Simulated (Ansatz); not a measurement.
# AlSe2 (element-swapped structure): how the settings move a relaxation

How sensitive is a relaxation of AlSe2 (element-swapped structure) to its settings? A reference run comes first, then three runs with altered input.

Program: Ansatz 0.2.0. Level of theory: reference: DFT r2SCAN, plane waves, PAW, scalar-relativistic, no spin polarisation. These are calculated values, not measurements.

1 further run of the same task is left out (set aside as unsound or not needed).

### Step 1. The structure to begin with

The structure is hexagonal, space group P6/mmm (No. 191). Conventional cell: a = 4.078 Å, b = 4.078 Å, c = 4.650 Å, α = 90.00°, β = 90.00°, γ = 120.00°. Al (site symmetry 6/mmm) is surrounded by 12 Se at 3.31 Å. Se (site symmetry -6m2) has 3 Se at 2.35 Å and 6 Al at 3.31 Å as nearest neighbours.

Structure file:

```xyz
3
Lattice="2.0390 3.5317 0.0000 -2.0390 3.5317 0.0000 0.0000 0.0000 4.6500" Properties=species:S:1:pos:R:3 pbc="T T T"
Al    0.0000    0.0000    0.0000
Se   -0.0002    2.3546    2.3250
Se   -0.0002    4.7088    2.3250
```

### Step 2. Baseline

Input file input.yaml:

```yaml
crystal:
  lattice:
    - [2.039002, 3.531656, 0.0]
    - [-2.039002, 3.531656, 0.0]
    - [0.0, 0.0, 4.649968]
  atoms:
    - { symbol: Al, position: [0.0, 0.0, 0.0] }
    - { symbol: Se, position: [0.3333, 0.3334, 0.5] }
    - { symbol: Se, position: [0.6666, 0.6667, 0.5] }
  symmetry: { tolerance: 0.0003 }
kpoints:
  mp_grid: { grid: [5, 5, 4], shift: [0, 0, 0] }
magnetization:
  spin_polarized: false
scf:
  occupations: { method: gaussian, width: 0.0664 }
hamiltonian:
  pseudopotentials: { kind: paw }
  xc: r2scan
basis:
  ecutwfc: 500
output:
  forces: true
  stress: true
  eigenvalues: true
relax:
  max_steps: 40
  cell: {}
```

On the command line:

```
$ ansatz run input.yaml --threads 1 --pin off --max-ram 2560MiB --backend cpu --events-out ev --progress --plain --runs-dir out
```

### Step 3. Variant: mp_grid.grid [2, 2, 2], pseudopotentials.source jth

Changes to input.yaml since step 2:

```diff
@@ -11,3 +11,3 @@
 kpoints:
-  mp_grid: { grid: [5, 5, 4], shift: [0, 0, 0] }
+  mp_grid: { grid: [2, 2, 2], shift: [0, 0, 0] }
 magnetization:
@@ -17,3 +17,3 @@
 hamiltonian:
-  pseudopotentials: { kind: paw }
+  pseudopotentials: { kind: paw, source: jth }
   xc: r2scan
```

### Step 4. Changed: n_extra_bands 2, ecutwfc 350 eV

Changes to input.yaml since step 2:

```diff
@@ -16,2 +16,3 @@
   occupations: { method: gaussian, width: 0.0664 }
+  n_extra_bands: 2
 hamiltonian:
@@ -20,3 +21,3 @@
 basis:
-  ecutwfc: 500
+  ecutwfc: "350 eV"
 output:
@@ -25,2 +26,6 @@
   eigenvalues: true
+  write_density: true
+  write_potential: true
+  elf: true
+  volumetric_format: npy
 relax:
```

### Step 5. Variant: xc pbesol

Changes to input.yaml since step 2:

```diff
@@ -18,3 +18,3 @@
   pseudopotentials: { kind: paw }
-  xc: r2scan
+  xc: pbesol
 basis:
```

**Question.** What will these runs give? Wanted: for each run, ending; energy change; pressure; gap; force.

As calculated:

| run | ending | energy change | pressure (GPa) | gap (eV) | force (eV/Å) | cycles | time |
| --- | --- | --- | --- | --- | --- | --- | --- |
| reference | converged | 0 | 0.0 | 0.00 | 0.00 | - | 58 s |
| 1: mp_grid.grid [2, 2, 2], pseudopotentials.source jth | converged | not comparable | 0.0 | 0.00 | 0.00 | - | 19 s |
| 2: n_extra_bands 2, ecutwfc 350 eV | converged | +4.6 meV/atom | 0.0 | 0.00 | 0.00 | - | 44 s |
| 3: xc pbesol | converged | not comparable | 0.0 | 0.00 | 0.00 | - | 21 s |

Times don't compare one to one where runs were asked for different outputs or read a saved state (see the inputs); cycles may leave out searches for a lower state.

What this shows: «n_extra_bands 2, ecutwfc 350 eV» moves the energy by +4.6 meV/atom. Semilocal functionals close small gaps, so the missing gap need not be the real solid's. Runs 1 and 2 ran under the cutoff that the potentials recommend, as the log warns, so basis error is mixed into their values.

Caveats on the reference run: it is run without spin, though an odd electron count or open d shells could carry moments; its mesh is coarse for a cell with so small a gap or none.
